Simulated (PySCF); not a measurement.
# C3H8BP: the cost of one run

Programs: PySCF 2.14.0, with density-fitted response routines of our own. Each step states its level of theory. These are calculated values for one molecule in the gas phase, unless marked as measured. Atoms count from 0, in the outputs and in this text.

## Step 1: The starting structure

13 atoms, charge 0, multiplicity 1; geometry from: PBE0-D3(BJ)/def2-SVP.

Bonds of the start (Å): C0–C1 1.33, C1–C2 1.49, C2–B3 1.57, B3–P4 1.88, C0–H5 1.09, C0–H6 1.10, C1–H7 1.10, C2–H8 1.11, C2–H9 1.11, B3–H10 1.21, P4–H11 1.42, P4–H12 1.42.

## Step 2: Shielding tensors: PBE0/6-31G*

The job: settings as JSON, then the geometry in Å.

```
{"job": {"kind": "nmr", "xc": "PBE0", "basis": "6-31G*", "pop": true}, "charge": 0, "multiplicity": 1}
C      2.001442    -0.362453     0.943735
C      1.283451    -0.249813    -0.175435
C      0.277180     0.812542    -0.470933
B     -1.235910     0.389272    -0.535738
P     -1.817833    -1.393711    -0.417681
H      2.700529    -1.189771     1.092284
H      1.918671     0.371073     1.752875
H      1.408390    -1.015961    -0.952853
H      0.339619     1.641439     0.260106
H      0.491196     1.296779    -1.445814
H     -2.063297     1.226865    -0.819838
H     -1.022587    -1.913533     0.638550
H     -3.063392    -1.269944     0.251922
```

Method: GIAO PBE0/6-31G* NMR shielding, non-relativistic, gas phase.

Command:

```
OMP_NUM_THREADS=1 python probes_run.py task.json out
```

The driver reads the jobs from task.json and runs them one after another.

**Question.** How long does this first job take on 1 thread of Arm Neoverse V2, shared host, and how much memory does it need?

About 5.7 s, with a peak of 0.5 GiB.
